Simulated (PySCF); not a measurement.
# NiF3: ligand-field states, spin distribution, part 1 of 2

Aim: compute the ligand-field states, spin distribution of NiF3.

Programs: PySCF 2.14.0, with routines of our own; each step states its level. All values are computed. Atoms count from 0.

### 1 The starting structure

4 atoms, charge 0, states of the metal's open shell are computed; geometry from: model start, shaken.

### 2 Geometry optimisation at PBE0-D3(BJ)/def2-TZVP

What the job is given:

```
{"job": {"xc": "PBE0", "basis": "def2-TZVP", "d3": "d3bj", "grid": 1, "maxiter": 45, "kind": "geom"}, "charge": 0, "metal": "Ni", "open_shell": "d7"}
Ni     0.000020     0.004480    -0.004110
F      1.706640    -0.006820    -0.014870
F     -0.859100     1.509670    -0.007380
F     -0.869310    -1.482220     0.005350
```

Command:

```console
OMP_NUM_THREADS=1 python lf_run.py task.json out
```

This one command runs all jobs of the session in turn.

The log of the run:

```text
step   0  E = -1807.46327264  max force = 0.007526
step   1  E = -1807.46365762  max force = 0.003372
step   2  E = -1807.46390575  max force = 0.003048
step   3  E = -1807.46394339  max force = 0.001444
step   4  E = -1807.46396786  max force = 0.001192
step   5  E = -1807.46397896  max force = 0.000868
step   6  E = -1807.46398480  max force = 0.000485
step   7  E = -1807.46398749  max force = 0.000111
optimisation converged
```

It took 83 s on 1 thread of Arm Neoverse V2, shared host; peak memory 0.53 GiB.

Step by step:

```csv
step,energy from step 0 (eV),largest force component (eV/Å)
0,0.0000,0.3870
1,-0.0105,0.1734
2,-0.0172,0.1567
3,-0.0183,0.0743
4,-0.0189,0.0613
5,-0.0192,0.0446
6,-0.0194,0.0249
7,-0.0195,0.0057
```

Close pairs (by a distance rule), those that changed most:

```csv
bond,before (Å),after (Å),change (Å)
Ni0–F2,1.733,1.718,-0.015
Ni0–F1,1.707,1.701,-0.006
Ni0–F3,1.722,1.717,-0.005
```

The end geometry stands in the next job.

```csv
at the end point,value
point group (found at 0.08 Å tolerance),C2v
"rotational constants (GHz, main isotopes)","6.488, 5.676, 3.028"
dipole moment (D),0.54
⟨S²⟩,3.761
```

### 3 Ligand-field states: state-averaged CASSCF

What the job is given:

```
{"job": {"kind": "lf", "basis": {"metal": "x2c-TZVPall", "ligand": "x2c-SVPall"}, "nevpt": true}, "charge": 0, "metal": "Ni", "open_shell": "d7"}
Ni     0.000000     0.000000     0.000000
F     -0.850422     1.472957    -0.000000
F      1.714298    -0.105609    -0.000000
F     -0.765674    -1.537438    -0.000000
```

Method: state-averaged CASSCF of the metal d shell, SC-NEVPT2 on the averaged canonical orbitals, state-interaction spin-orbit coupling.

The log of the run:

```text
basis functions 90, electrons 55, active (7e, 5o)
stage 1: DIIS on the effective Fock matrix, level shift 0.30
cycle   1  E = -1811.1280955836  dE = -1.811e+03  max|g| = 3.289e+00
cycle   2  E = -1815.2208177183  dE = -4.093e+00  max|g| = 2.057e+00
cycle   3  E = -1816.6464974922  dE = -1.426e+00  max|g| = 1.636e+00
cycle   4  E = -1816.8408749070  dE = -1.944e-01  max|g| = 5.770e-01
cycle   5  E = -1817.1112128436  dE = -2.703e-01  max|g| = 2.381e-01
cycle   6  E = -1817.2621342347  dE = -1.509e-01  max|g| = 2.112e-01
cycle   7  E = -1817.2787004091  dE = -1.657e-02  max|g| = 1.427e-01
cycle   8  E = -1816.9761379823  dE =  3.026e-01  max|g| = 3.626e-01
cycle   9  E = -1815.8259916567  dE =  1.150e+00  max|g| = 1.281e+00
cycle  10  E = -1815.0585960440  dE =  7.674e-01  max|g| = 1.655e+00
cycle  11  E = -1814.7404911503  dE =  3.181e-01  max|g| = 1.780e+00
cycle  12  E = -1814.6359641460  dE =  1.045e-01  max|g| = 1.834e+00
cycle  13  E = -1814.6264356914  dE =  9.528e-03  max|g| = 1.835e+00
cycle  14  E = -1814.5984748000  dE =  2.796e-02  max|g| = 1.855e+00
cycle  15  E = -1814.6142090904  dE = -1.573e-02  max|g| = 1.855e+00
stage 2: quasi-Newton rotations from the point of smallest gradient
cycle  18  E = -1817.2906259603  dE = -1.193e-02  max|g| = 5.709e-02
cycle  19  E = -1817.2939836913  dE = -3.358e-03  max|g| = 1.185e-02
cycle  20  E = -1817.2941741103  dE = -1.904e-04  max|g| = 2.057e-03
cycle  21  E = -1817.2941852342  dE = -1.112e-05  max|g| = 1.089e-03
cycle  22  E = -1817.2941862645  dE = -1.030e-06  max|g| = 5.414e-04
cycle  23  E = -1817.2941865085  dE = -2.440e-07  max|g| = 1.091e-04
cycle  24  E = -1817.2941865225  dE = -1.397e-08  max|g| = 6.879e-05
cycle  25  E = -1817.2941865249  dE = -2.402e-09  max|g| = 8.798e-06
converged average energy = -1817.2941865249

 mult deg   label        CASSCF/cm-1   NEVPT2/cm-1
   4   1   4B2                 0.0           0.0
   4   1   4A2              2133.8        1044.6
   4   1   4B1              1934.6        1351.7
   4   1   4A1              7563.5        9532.0
   4   1   4B2              8970.8       11631.7
   4   1   4A2              9873.4       14101.1
   4   1   4B1             10294.2       14411.8
   2   1   2B1             20080.4       15799.8
   2   1   2A1             18552.4       15953.9
   2   1   2A2             20582.8       15999.9
   2   1   2A1             21094.9       16108.5
   2   1   2B2             19046.9       17109.6
   2   1   2B1             20797.5       17669.1
   2   1   2B2             22112.9       17812.1
   2   1   2A2             21137.5       18005.1
   2   1   2B1             24080.6       19846.7
   2   1   2A2             23969.6       19988.2
   2   1   2A1             23730.9       22236.9
   4   1   4A2             22458.4       22552.3
   2   1   2B2             26855.8       22691.1
   4   1   4B1             23212.2       23084.7
   2   1   2A2             25674.7       23644.1
   2   1   2B1             25444.4       23828.7
   2   1   2A1             30664.0       30717.0
   2   1   2B2             30566.0       30756.6
   2   1   2A1             32505.0       31153.2
   2   1   2B2             33053.8       31521.7
   2   1   2A1             33075.8       31532.9
   2   1   2A2             32686.5       34418.2
   2   1   2B1             33555.7       35542.2
   2   1   2B1             36212.3       37249.1
   2   1   2B2             35423.6       37281.0
   2   1   2A2             35703.6       37295.4
   2   1   2B2             36886.0       37446.2
   2   1   2A2             37784.3       38259.4
   2   1   2B1             38449.8       38986.7
   2   1   2A1             36077.6       39426.6
   4   1   4B2             37752.8       43270.3
   2   1   2A2             47947.2       45419.2
   2   1   2B1             48633.5       45594.2
   2   1   2B2             53083.4       51445.7
   2   1   2A1             52920.3       51727.6
   2   1   2A2             56435.9       57330.8
   2   1   2B1             56882.3       58151.9
   2   1   2B2             57820.2       60187.7
   2   1   2B2             73008.0       67811.3
   2   1   2A1             73328.1       68299.0
   2   1   2B1             82304.2       79298.9
   2   1   2A2             83759.3       81061.3
   2   1   2A1             86758.6       83342.8

spin-orbit levels / cm-1
      0.00  x2  4B2 0.78 4A2 0.13 4B1 0.08
    219.12  x2  4B2 0.81 4B1 0.09 4A2 0.09
   1320.84  x2  4A2 0.66 4B1 0.33
   1745.56  x2  4A2 0.74 4B2 0.16 4B1 0.09
   1990.22  x2  4B1 0.85 4A2 0.10 4B2 0.05
   2418.72  x2  4B1 0.55 4A2 0.27 4B2 0.18
   9782.58  x2  4A1 0.90 4B2 0.08
   9993.28  x2  4A1 0.97
  12075.57  x2  4B2 0.95
  12265.32  x2  4B2 0.89 4A1 0.09
  13580.16  x2  4A2 0.53 4B1 0.40 2A1 0.04
  14384.70  x2  4A2 0.64 4B1 0.28
  15166.79  x2  4B1 0.65 4A2 0.29
  15708.62  x2  4B1 0.49 4A2 0.37 2A1 0.07
  15860.91  x2  2B1 0.50 2A1 0.36 4A2 0.10
  16062.50  x2  2A2 0.56 2A1 0.14 4B1 0.10
  16722.56  x2  2A1 0.68 2A2 0.11 2B1 0.09
  17216.04  x2  2B2 0.56 2B1 0.14 2A1 0.11
  17497.35  x2  2A1 0.28 2A2 0.19 2B1 0.19
  18006.07  x2  2B2 0.43 2A2 0.24 2B1 0.12
  18746.77  x2  2B2 0.39 2B1 0.32 2A2 0.11
  19183.37  x2  2A2 0.51 2B2 0.24 2B1 0.20
  19940.34  x2  2B1 0.51 2A2 0.39 2B2 0.07
  20822.95  x2  2A2 0.49 2B1 0.37 2A1 0.10
  22189.92  x2  2B2 0.53 4A2 0.21 2A1 0.17
  22890.64  x2  4A2 0.65 2A1 0.25 4B1 0.06
  22987.90  x2  4A2 0.75 2A1 0.14 2B1 0.07
  23206.06  x2  4B1 0.57 2A1 0.21 4A2 0.09
  23459.29  x2  4B1 0.73 2A2 0.19
  24329.55  x2  2A2 0.35 4B1 0.22 2B1 0.16
```

Run time: 3.8 s. Hardware: 1 thread of Arm Neoverse V2, shared host; peak memory 0.43 GiB.

From this job:

```csv
quantity,value
spin-orbit constant ζ,660 cm⁻¹
```

Powder susceptibility:

```csv
T (K),χT (cm³ K/mol),μ(eff)
2,2.267,4.26
5,2.301,4.29
10,2.357,4.34
20,2.470,4.44
30,2.582,4.54
50,2.803,4.73
75,3.047,4.94
100,3.234,5.08
150,3.459,5.26
200,3.573,5.34
250,3.640,5.39
300,3.687,5.43
```

Orbitals, density, ELF and potential are computed afterwards from the orbital file.

The spin density lies nearest to Ni0 90 %.

### 4 Spin distribution: unrestricted DFT, spin states

What the job is given:

```
{"job": {"kind": "spin", "xc": "BP86"}, "charge": 0, "metal": "Ni", "open_shell": "d7"}
Ni     0.000000     0.000000     0.000000
F     -0.850422     1.472957    -0.000000
F      1.714298    -0.105609    -0.000000
F     -0.765674    -1.537438    -0.000000
```

Level: unrestricted DFT energies of the spin multiplicities at one geometry, beside CASSCF and NEVPT2 of the metal shell.

The log of the run:

```text
multiplicity 4
final grid: 47856 points
cycle   1  E = -1818.8088808385  dE =  1.501e+00  |g| = 2.468e+00  |ddm| = 1.421e+00
cycle   2  E = -1792.9361516079  dE =  2.587e+01  |g| = 6.993e+00  |ddm| = 6.942e+00
cycle   3  E = -1816.5338895845  dE = -2.360e+01  |g| = 3.319e+00  |ddm| = 6.847e+00
cycle   4  E = -1819.8899273668  dE = -3.356e+00  |g| = 1.446e+00  |ddm| = 1.702e+00
cycle   5  E = -1817.5329206674  dE =  2.357e+00  |g| = 2.670e+00  |ddm| = 1.748e+00
cycle   6  E = -1820.4041121776  dE = -2.871e+00  |g| = 4.292e-01  |ddm| = 1.218e+00
cycle   7  E = -1820.4509631358  dE = -4.685e-02  |g| = 2.398e-01  |ddm| = 2.568e-01
cycle   8  E = -1820.4668483706  dE = -1.589e-02  |g| = 1.258e-01  |ddm| = 2.176e-01
cycle   9  E = -1820.4206802757  dE =  4.617e-02  |g| = 3.533e-01  |ddm| = 5.486e-01
cycle  10  E = -1820.4711563195  dE = -5.048e-02  |g| = 5.705e-02  |ddm| = 4.204e-01
cycle  11  E = -1820.4726387373  dE = -1.482e-03  |g| = 1.027e-02  |ddm| = 6.333e-02
cycle  12  E = -1820.4726627715  dE = -2.403e-05  |g| = 3.019e-03  |ddm| = 7.992e-03
cycle  13  E = -1820.4726649978  dE = -2.226e-06  |g| = 1.392e-03  |ddm| = 3.661e-03
cycle  14  E = -1820.4726655460  dE = -5.482e-07  |g| = 8.453e-04  |ddm| = 4.098e-03
converged SCF energy = -1820.4726655460
multiplicity 2
final grid: 47856 points
cycle   1  E = -1819.1498352542  dE =  1.090e+00  |g| = 2.203e+00  |ddm| = 1.279e+00
cycle   2  E = -1794.2150620948  dE =  2.493e+01  |g| = 6.698e+00  |ddm| = 6.979e+00
cycle   3  E = -1820.1514879492  dE = -2.594e+01  |g| = 1.206e+00  |ddm| = 6.846e+00
cycle   4  E = -1818.4312882723  dE =  1.720e+00  |g| = 2.373e+00  |ddm| = 1.464e+00
cycle   5  E = -1816.9198075176  dE =  1.511e+00  |g| = 2.724e+00  |ddm| = 1.875e+00
cycle   6  E = -1820.3616512017  dE = -3.442e+00  |g| = 5.128e-01  |ddm| = 1.673e+00
cycle   7  E = -1820.3391945076  dE =  2.246e-02  |g| = 4.703e-01  |ddm| = 1.171e+00
cycle   8  E = -1820.3493647280  dE = -1.017e-02  |g| = 4.775e-01  |ddm| = 1.230e+00
cycle   9  E = -1820.4498547838  dE = -1.005e-01  |g| = 9.798e-02  |ddm| = 4.288e-01
cycle  10  E = -1820.4543876039  dE = -4.533e-03  |g| = 5.776e-02  |ddm| = 2.118e-01
cycle  11  E = -1820.4563214971  dE = -1.934e-03  |g| = 5.851e-02  |ddm| = 2.210e-01
cycle  12  E = -1820.4568501325  dE = -5.286e-04  |g| = 4.856e-02  |ddm| = 3.981e-02
cycle  13  E = -1820.4567046046  dE =  1.455e-04  |g| = 5.980e-02  |ddm| = 7.694e-02
cycle  14  E = -1820.4575997503  dE = -8.951e-04  |g| = 5.630e-03  |ddm| = 3.605e-02
cycle  15  E = -1820.4576118489  dE = -1.210e-05  |g| = 4.158e-03  |ddm| = 1.150e-02
cycle  16  E = -1820.4576188139  dE = -6.965e-06  |g| = 2.844e-03  |ddm| = 7.708e-03
cycle  17  E = -1820.4576234468  dE = -4.633e-06  |g| = 7.113e-04  |ddm| = 5.940e-03
cycle  18  E = -1820.4576248044  dE = -1.358e-06  |g| = 4.807e-04  |ddm| = 4.080e-03
cycle  19  E = -1820.4576258442  dE = -1.040e-06  |g| = 4.842e-04  |ddm| = 3.958e-03
cycle  20  E = -1820.4576271191  dE = -1.275e-06  |g| = 1.076e-03  |ddm| = 7.971e-03
cycle  21  E = -1820.4576280343  dE = -9.152e-07  |g| = 2.736e-04  |ddm| = 3.168e-03
converged SCF energy = -1820.4576280343
```

It took 11 s on 1 thread of Arm Neoverse V2, shared host; peak memory 0.44 GiB.

Warnings kept with the result: spin contamination in a lower multiplicity.

### 5 Spin distribution: unrestricted DFT, spin states

What the job is given:

```
{"job": {"kind": "spin", "xc": "TPSSh"}, "charge": 0, "metal": "Ni", "open_shell": "d7"}
Ni     0.000000     0.000000     0.000000
F     -0.850422     1.472957    -0.000000
F      1.714298    -0.105609    -0.000000
F     -0.765674    -1.537438    -0.000000
```

Method: unrestricted DFT energies of the spin multiplicities at one geometry, beside CASSCF and NEVPT2 of the metal shell.

The log of the run:

```text
multiplicity 4
final grid: 47856 points
cycle   1  E = -1819.6223281631  dE =  4.433e-01  |g| = 1.527e+00  |ddm| = 9.451e-01
cycle   2  E = -1801.5810282086  dE =  1.804e+01  |g| = 6.613e+00  |ddm| = 4.915e+00
cycle   3  E = -1820.0498920097  dE = -1.847e+01  |g| = 6.175e-01  |ddm| = 4.729e+00
cycle   4  E = -1819.9952958397  dE =  5.460e-02  |g| = 7.217e-01  |ddm| = 7.773e-01
cycle   5  E = -1820.1542550585  dE = -1.590e-01  |g| = 3.131e-01  |ddm| = 5.480e-01
cycle   6  E = -1820.1749272426  dE = -2.067e-02  |g| = 2.101e-01  |ddm| = 1.968e-01
cycle   7  E = -1820.1851196455  dE = -1.019e-02  |g| = 6.844e-02  |ddm| = 6.308e-02
cycle   8  E = -1820.1863543367  dE = -1.235e-03  |g| = 4.078e-03  |ddm| = 3.655e-02
cycle   9  E = -1820.1863744023  dE = -2.007e-05  |g| = 1.632e-03  |ddm| = 8.876e-03
cycle  10  E = -1820.1863771242  dE = -2.722e-06  |g| = 2.814e-03  |ddm| = 6.518e-03
cycle  11  E = -1820.1863800670  dE = -2.943e-06  |g| = 1.035e-03  |ddm| = 2.581e-03
cycle  12  E = -1820.1863804733  dE = -4.063e-07  |g| = 4.015e-04  |ddm| = 1.107e-03
converged SCF energy = -1820.1863804733
multiplicity 2
final grid: 47856 points
cycle   1  E = -1819.4806337499  dE =  5.077e-01  |g| = 1.648e+00  |ddm| = 1.013e+00
cycle   2  E = -1797.3254545818  dE =  2.216e+01  |g| = 6.324e+00  |ddm| = 6.006e+00
cycle   3  E = -1819.9813571053  dE = -2.266e+01  |g| = 9.088e-01  |ddm| = 5.906e+00
cycle   4  E = -1819.7865932121  dE =  1.948e-01  |g| = 1.091e+00  |ddm| = 6.322e-01
cycle   5  E = -1819.7948957796  dE = -8.303e-03  |g| = 9.987e-01  |ddm| = 7.659e-01
cycle   6  E = -1820.1488483094  dE = -3.540e-01  |g| = 1.175e-01  |ddm| = 6.260e-01
cycle   7  E = -1820.1530721458  dE = -4.224e-03  |g| = 8.104e-02  |ddm| = 1.027e-01
cycle   8  E = -1820.1545353761  dE = -1.463e-03  |g| = 2.935e-02  |ddm| = 2.957e-02
cycle   9  E = -1820.1546845665  dE = -1.492e-04  |g| = 2.019e-02  |ddm| = 1.805e-02
cycle  10  E = -1820.1548272323  dE = -1.427e-04  |g| = 4.002e-03  |ddm| = 1.708e-02
cycle  11  E = -1820.1548515219  dE = -2.429e-05  |g| = 1.871e-03  |ddm| = 1.106e-02
cycle  12  E = -1820.1548811233  dE = -2.960e-05  |g| = 2.146e-03  |ddm| = 2.152e-02
cycle  13  E = -1820.1549081898  dE = -2.707e-05  |g| = 1.158e-03  |ddm| = 2.758e-02
cycle  14  E = -1820.1549150161  dE = -6.826e-06  |g| = 1.308e-03  |ddm| = 4.985e-03
cycle  15  E = -1820.1549097780  dE =  5.238e-06  |g| = 1.202e-03  |ddm| = 3.717e-03
cycle  16  E = -1820.1549069135  dE =  2.864e-06  |g| = 5.890e-04  |ddm| = 1.142e-02
cycle  17  E = -1820.1549072056  dE = -2.921e-07  |g| = 4.731e-04  |ddm| = 5.164e-03
converged SCF energy = -1820.1549072056
```

Run time: 12 s. Hardware: 1 thread of Arm Neoverse V2, shared host; peak memory 0.44 GiB.

### 6 Spin distribution: unrestricted DFT, spin states

What the job is given:

```
{"job": {"kind": "spin", "xc": "B3LYP"}, "charge": 0, "metal": "Ni", "open_shell": "d7"}
Ni     0.000000     0.000000     0.000000
F     -0.850422     1.472957    -0.000000
F      1.714298    -0.105609    -0.000000
F     -0.765674    -1.537438    -0.000000
```

With the program's defaults for keys left out, this is: unrestricted DFT energies of the spin multiplicities at one geometry, beside CASSCF and NEVPT2 of the metal shell.

The log of the run:

```text
multiplicity 4
final grid: 47856 points
cycle   1  E = -1819.9782337731  dE =  1.429e-01  |g| = 1.026e+00  |ddm| = 7.600e-01
cycle   2  E = -1816.9707065269  dE =  3.008e+00  |g| = 3.764e+00  |ddm| = 1.785e+00
cycle   3  E = -1820.1753985807  dE = -3.205e+00  |g| = 4.268e-01  |ddm| = 1.402e+00
cycle   4  E = -1820.2205892089  dE = -4.519e-02  |g| = 1.684e-01  |ddm| = 2.791e-01
cycle   5  E = -1820.2289731652  dE = -8.384e-03  |g| = 4.850e-02  |ddm| = 1.067e-01
cycle   6  E = -1820.2297368513  dE = -7.637e-04  |g| = 2.343e-02  |ddm| = 3.610e-02
cycle   7  E = -1820.2300428753  dE = -3.060e-04  |g| = 4.613e-03  |ddm| = 2.281e-02
cycle   8  E = -1820.2301447712  dE = -1.019e-04  |g| = 2.169e-03  |ddm| = 2.338e-02
cycle   9  E = -1820.2301671873  dE = -2.242e-05  |g| = 2.406e-03  |ddm| = 1.407e-02
cycle  10  E = -1820.2301703943  dE = -3.207e-06  |g| = 3.246e-04  |ddm| = 4.281e-03
cycle  11  E = -1820.2301705510  dE = -1.567e-07  |g| = 5.192e-04  |ddm| = 1.212e-03
converged SCF energy = -1820.2301705510
multiplicity 2
final grid: 47856 points
cycle   1  E = -1819.8363172873  dE =  2.076e-01  |g| = 1.223e+00  |ddm| = 8.526e-01
cycle   2  E = -1812.9137955141  dE =  6.923e+00  |g| = 5.308e+00  |ddm| = 2.922e+00
cycle   3  E = -1820.0726506697  dE = -7.159e+00  |g| = 6.657e-01  |ddm| = 2.636e+00
cycle   4  E = -1820.1838070733  dE = -1.112e-01  |g| = 2.034e-01  |ddm| = 3.540e-01
cycle   5  E = -1820.1938523878  dE = -1.005e-02  |g| = 7.685e-02  |ddm| = 1.102e-01
cycle   6  E = -1820.1952677907  dE = -1.415e-03  |g| = 1.874e-02  |ddm| = 3.587e-02
cycle   7  E = -1820.1953972320  dE = -1.294e-04  |g| = 8.237e-03  |ddm| = 1.570e-02
cycle   8  E = -1820.1954572686  dE = -6.004e-05  |g| = 2.872e-03  |ddm| = 1.185e-02
cycle   9  E = -1820.1955213032  dE = -6.403e-05  |g| = 2.809e-03  |ddm| = 1.917e-02
cycle  10  E = -1820.1956482049  dE = -1.269e-04  |g| = 2.912e-03  |ddm| = 4.963e-02
cycle  11  E = -1820.1957045514  dE = -5.635e-05  |g| = 1.428e-03  |ddm| = 3.209e-02
cycle  12  E = -1820.1957422138  dE = -3.766e-05  |g| = 7.599e-04  |ddm| = 4.136e-02
cycle  13  E = -1820.1957457932  dE = -3.579e-06  |g| = 8.494e-04  |ddm| = 5.610e-03
cycle  14  E = -1820.1957474933  dE = -1.700e-06  |g| = 5.652e-04  |ddm| = 3.766e-03
cycle  15  E = -1820.1957486656  dE = -1.172e-06  |g| = 5.759e-04  |ddm| = 2.223e-03
cycle  16  E = -1820.1957484926  dE =  1.730e-07  |g| = 7.039e-04  |ddm| = 1.425e-03
converged SCF energy = -1820.1957484926
```

It took 6.9 s on 1 thread of Arm Neoverse V2, shared host; peak memory 0.44 GiB.

### 7 Spin distribution: unrestricted DFT, spin states

What the job is given:

```
{"job": {"kind": "spin", "xc": "PBE0"}, "charge": 0, "metal": "Ni", "open_shell": "d7"}
Ni     0.000000     0.000000     0.000000
F     -0.850422     1.472957    -0.000000
F      1.714298    -0.105609    -0.000000
F     -0.765674    -1.537438    -0.000000
```

Method: unrestricted DFT energies of the spin multiplicities at one geometry, beside CASSCF and NEVPT2 of the metal shell.

The log of the run:

```text
multiplicity 4
final grid: 47856 points
cycle   1  E = -1819.5082709278  dE =  5.691e-02  |g| = 7.828e-01  |ddm| = 6.357e-01
cycle   2  E = -1818.4703348600  dE =  1.038e+00  |g| = 2.330e+00  |ddm| = 1.098e+00
cycle   3  E = -1819.6432106550  dE = -1.173e+00  |g| = 1.973e-01  |ddm| = 7.434e-01
cycle   4  E = -1819.6536393939  dE = -1.043e-02  |g| = 8.339e-02  |ddm| = 1.438e-01
cycle   5  E = -1819.6559417583  dE = -2.302e-03  |g| = 2.843e-02  |ddm| = 5.301e-02
cycle   6  E = -1819.6563218676  dE = -3.801e-04  |g| = 1.141e-02  |ddm| = 2.297e-02
cycle   7  E = -1819.6565644586  dE = -2.426e-04  |g| = 6.470e-03  |ddm| = 2.570e-02
cycle   8  E = -1819.6567255293  dE = -1.611e-04  |g| = 2.330e-03  |ddm| = 3.373e-02
cycle   9  E = -1819.6567468934  dE = -2.136e-05  |g| = 1.046e-03  |ddm| = 1.415e-02
cycle  10  E = -1819.6567481466  dE = -1.253e-06  |g| = 2.163e-04  |ddm| = 2.854e-03
cycle  11  E = -1819.6567482598  dE = -1.132e-07  |g| = 2.650e-04  |ddm| = 9.711e-04
converged SCF energy = -1819.6567482598
multiplicity 2
final grid: 47856 points
cycle   1  E = -1819.3654067583  dE =  1.171e-01  |g| = 1.025e+00  |ddm| = 7.522e-01
cycle   2  E = -1816.0197220245  dE =  3.346e+00  |g| = 3.934e+00  |ddm| = 1.857e+00
cycle   3  E = -1819.5657972380  dE = -3.546e+00  |g| = 4.165e-01  |ddm| = 1.511e+00
cycle   4  E = -1819.6106102141  dE = -4.481e-02  |g| = 1.285e-01  |ddm| = 2.421e-01
cycle   5  E = -1819.6156814632  dE = -5.071e-03  |g| = 2.005e-02  |ddm| = 7.066e-02
cycle   6  E = -1819.6157658490  dE = -8.439e-05  |g| = 1.441e-02  |ddm| = 1.763e-02
cycle   7  E = -1819.6158649576  dE = -9.911e-05  |g| = 3.356e-03  |ddm| = 9.972e-03
cycle   8  E = -1819.6159265309  dE = -6.157e-05  |g| = 3.196e-03  |ddm| = 1.310e-02
cycle   9  E = -1819.6160349144  dE = -1.084e-04  |g| = 3.144e-03  |ddm| = 2.567e-02
cycle  10  E = -1819.6161990343  dE = -1.641e-04  |g| = 2.777e-03  |ddm| = 4.724e-02
cycle  11  E = -1819.6163089080  dE = -1.099e-04  |g| = 2.148e-03  |ddm| = 4.023e-02
cycle  12  E = -1819.6163447894  dE = -3.588e-05  |g| = 2.205e-03  |ddm| = 1.680e-02
cycle  13  E = -1819.6164227723  dE = -7.798e-05  |g| = 2.459e-03  |ddm| = 5.232e-02
cycle  14  E = -1819.6164415890  dE = -1.882e-05  |g| = 8.500e-04  |ddm| = 1.728e-02
cycle  15  E = -1819.6164506608  dE = -9.072e-06  |g| = 7.316e-04  |ddm| = 1.365e-02
cycle  16  E = -1819.6164508669  dE = -2.061e-07  |g| = 7.599e-04  |ddm| = 2.916e-04
converged SCF energy = -1819.6164508669
```

Run time: 6.6 s. Hardware: 1 thread of Arm Neoverse V2, shared host; peak memory 0.44 GiB.

(Continued in part 2 of 2.)
